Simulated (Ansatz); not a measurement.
# GeH₈O₂Si₂: basis-set convergence

One table from this session's results is given with a row withheld; the runs are named, their logs left out.

Computed with Ansatz 0.2.0, Gaussian basis. Level: one geometry, several basis sets.

Plan: PBE0-D4/def2-SVP; ωB97M-V/def2-SVP; PBE0-D4/def2-QZVPP; ωB97M-V/def2-QZVPP; the functionals' def2-TZVPP values are taken from earlier runs.

**The relaxed structure**

An earlier PBE0-D4 in a triple-zeta def2 set relaxation fixed the geometry.

13 atoms, charge 0, spin multiplicity 1.

Atoms are counted from 1 here; the program's logs count them from 0.

Bond lengths: Si1–O2 1.639 Å, Si1–H6 1.484 Å, Si1–H7 1.486 Å, Si1–H8 1.490 Å, O2–Ge3 1.764 Å, Ge3–O4 1.764 Å, Ge3–H9 1.531 Å, Ge3–H10 1.531 Å, O4–Si5 1.639 Å, Si5–H11 1.484 Å, Si5–H12 1.490 Å, Si5–H13 1.486 Å. Angles: O2–Si1–H6 108.1°, O2–Si1–H7 110.7°, O2–Si1–H8 110.6°, H6–Si1–H7 109.4°, H6–Si1–H8 109.4°, H7–Si1–H8 108.6°, Si1–O2–Ge3 134.6°, O2–Ge3–O4 107.8°, O2–Ge3–H9 106.1°, O2–Ge3–H10 110.0°, O4–Ge3–H9 110.0°, O4–Ge3–H10 106.1°, H9–Ge3–H10 116.6°, Ge3–O4–Si5 134.6°, O4–Si5–H11 108.1°, O4–Si5–H12 110.6°, O4–Si5–H13 110.7°, H11–Si5–H12 109.4° and more.

Coordinates:

| atom | x (Å) | y (Å) | z (Å) |
| --- | --- | --- | --- |
| Si1 | -1.9496 | 0.6938 | 1.0824 |
| O2 | -0.3329 | 0.9615 | 1.1186 |
| Ge3 | 1.0943 | -0.0751 | 1.0958 |
| O4 | 1.0556 | -1.0146 | -0.3967 |
| Si5 | 1.0425 | -0.6389 | -1.9922 |
| H6 | -2.6253 | 1.8616 | 1.6999 |
| H7 | -2.4238 | 0.5320 | -0.3170 |
| H8 | -2.2934 | -0.5382 | 1.8462 |
| H9 | 2.3024 | 0.8658 | 1.0907 |
| H10 | 1.0217 | -1.0910 | 2.2392 |
| H11 | 1.5862 | -1.7968 | -2.7441 |
| H12 | 1.8850 | 0.5616 | -2.2542 |
| H13 | -0.3420 | -0.3567 | -2.4537 |

The first run:

in.yaml reads:

```yaml
crystal:
  periodic: [false, false, false]
  atoms:
    - {symbol: Si, position_ang: [-1.949638, 0.693802, 1.082366]}
    - {symbol: O, position_ang: [-0.332880, 0.961460, 1.118607]}
    - {symbol: Ge, position_ang: [1.094336, -0.075057, 1.095813]}
    - {symbol: O, position_ang: [1.055610, -1.014600, -0.396697]}
    - {symbol: Si, position_ang: [1.042454, -0.638881, -1.992180]}
    - {symbol: H, position_ang: [-2.625337, 1.861646, 1.699864]}
    - {symbol: H, position_ang: [-2.423796, 0.532028, -0.317007]}
    - {symbol: H, position_ang: [-2.293441, -0.538234, 1.846216]}
    - {symbol: H, position_ang: [2.302390, 0.865788, 1.090747]}
    - {symbol: H, position_ang: [1.021687, -1.090981, 2.239161]}
    - {symbol: H, position_ang: [1.586213, -1.796770, -2.744085]}
    - {symbol: H, position_ang: [1.884963, 0.561582, -2.254199]}
    - {symbol: H, position_ang: [-0.341961, -0.356683, -2.453705]}
basis:
  gaussian: {orbitals: def2-SVP}
hamiltonian: {xc: pbe0, dispersion: d4}
output: {orbitals: {seedname: orbitals}}
```

Launch:

```console
> ansatz run in.yaml --threads 4 --pin off --events-out ev --progress --plain --max-ram 11315MiB
```

Steps of the session up to this table: PBE0-D4 in def2-SVP; ωB97M-V in def2-SVP; PBE0-D4 in def2-QZVPP; ωB97M-V in def2-QZVPP.

One table of the session follows, with a row left open; its other results are not shown here.

It belongs to the step «Density functionals: the series». 

| functional | basis | HOMO (eV) | LUMO (eV) |
| --- | --- | --- | --- |
| PBE0-D4 | def2-SVP | -8.56 | 0.26 |
| PBE0-D4 | def2-TZVPP | -8.63 | -0.17 |
| PBE0-D4 | def2-QZVPP | -8.65 | -0.30 |
| ωB97M-V | def2-SVP | ? | ? |
| ωB97M-V | def2-TZVPP | -10.93 | 1.55 |
| ωB97M-V | def2-QZVPP | -10.95 | 1.28 |

**Question.** Estimate the row for ωB97M-V, def2-SVP.

The run gave: HOMO (eV): -10.81; LUMO (eV): 2.16. In the column «HOMO (eV)» it lies between ωB97M-V, def2-TZVPP (-10.93) and PBE0-D4, def2-QZVPP (-8.65).
